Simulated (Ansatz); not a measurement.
# GaN: stiffness from strained cells

Aim: the elastic tensor from the stress of slightly strained cells, and the moduli that follow. Runs: reference run (LAPW); at 30 GPa (LAPW). Companion runs by PAW are cited.

Computed with Ansatz 0.2.0 (DFT LDA, all-electron LAPW, scalar-relativistic unless said, unless a step's input says otherwise).

2 further runs of the same task are left out: 1 that didn't finish, 1 set aside as unsound or not needed.

**1. The structure to begin with**

It takes space group F-43m (No. 216, cubic). Conventional cell: a = 4.455 Å, b = 4.455 Å, c = 4.455 Å, α = 90.00°, β = 90.00°, γ = 90.00°. Ga (site symmetry -43m) has 4 N at 1.93 Å as nearest neighbours. Around N (site symmetry -43m) lie 4 Ga at 1.93 Å.

Coordinates:

```
Ga N
1.0
     0.00000    2.22771    2.22771
     2.22771    0.00000    2.22771
     2.22771    2.22771    0.00000
Ga N
1 1
Direct
  0.00000 0.00000 0.00000
  0.25000 0.25000 0.25000
```

Cartesian axes are those of the input's lattice vectors. The structure goes back to a database entry.

**2. Reference run, LAPW**

File input.yaml:

```yaml
crystal:
  lattice:
    - [0.0, 2.22770524019, 2.22770524019]
    - [2.22770524019, 0.0, 2.22770524019]
    - [2.22770524019, 2.22770524019, 0.0]
  atoms:
    - { symbol: Ga, position: [0.0, 0.0, 0.0] }
    - { symbol: "N", position: [0.25, 0.25, 0.25] }
kpoints:
  mp_grid: { grid: [8, 8, 8] }
scf:
  occupations: { method: fixed }
hamiltonian:
  xc: lda
  pseudopotentials: { kind: all_electron, lapw: { basis_error: 0.001 } }
elastic:
  mode: relaxed_ion
  stencil: two_point
  amplitude: 0.003
```

On the command line:

```sh
ansatz run input.yaml --threads 1 --pin off --max-ram 2560MiB --backend cpu --events-out ev --progress --plain --runs-dir out
```

**3. At 30 GPa, LAPW**

input.yaml: that of step 2 with these lines changed.

```diff
@@ -2,5 +2,5 @@
   lattice:
-    - [0.0, 2.22770524019, 2.22770524019]
-    - [2.22770524019, 0.0, 2.22770524019]
-    - [2.22770524019, 2.22770524019, 0.0]
+    - [0.0, 2.14358026992, 2.14358026992]
+    - [2.14358026992, 0.0, 2.14358026992]
+    - [2.14358026992, 2.14358026992, 0.0]
   atoms:
```

(Steps that only read results are left out.)

Before running it: what results should come out? Wanted: C11; C12; C44; bulk, shear and Young's modulus; Debye temperature from sound speeds; universal anisotropy index.

The runs gave:

```
                           quantity              value
                         C11 (LAPW)            290 GPa
                         C12 (LAPW)            160 GPa
                         C44 (LAPW)            161 GPa
    bulk, shear and Young's modulus  203, 112, 284 GPa
Debye temperature from sound speeds              618 K
         universal anisotropy index               1.05
```

In words: All eigenvalues are positive, so the crystal is mechanically stable; by LAPW K = 203 and G = 112 GPa, K/G = 1.81, on the ductile side of Pugh's rough line at 1.75, which was drawn for metals. Young's modulus runs from 177 to 382 GPa with direction. PAW's constants lie within 0.4 GPa of LAPW's. At 30 GPa K rises to 325 GPa. Cautions: constants at zero field, no piezoelectric stiffening.
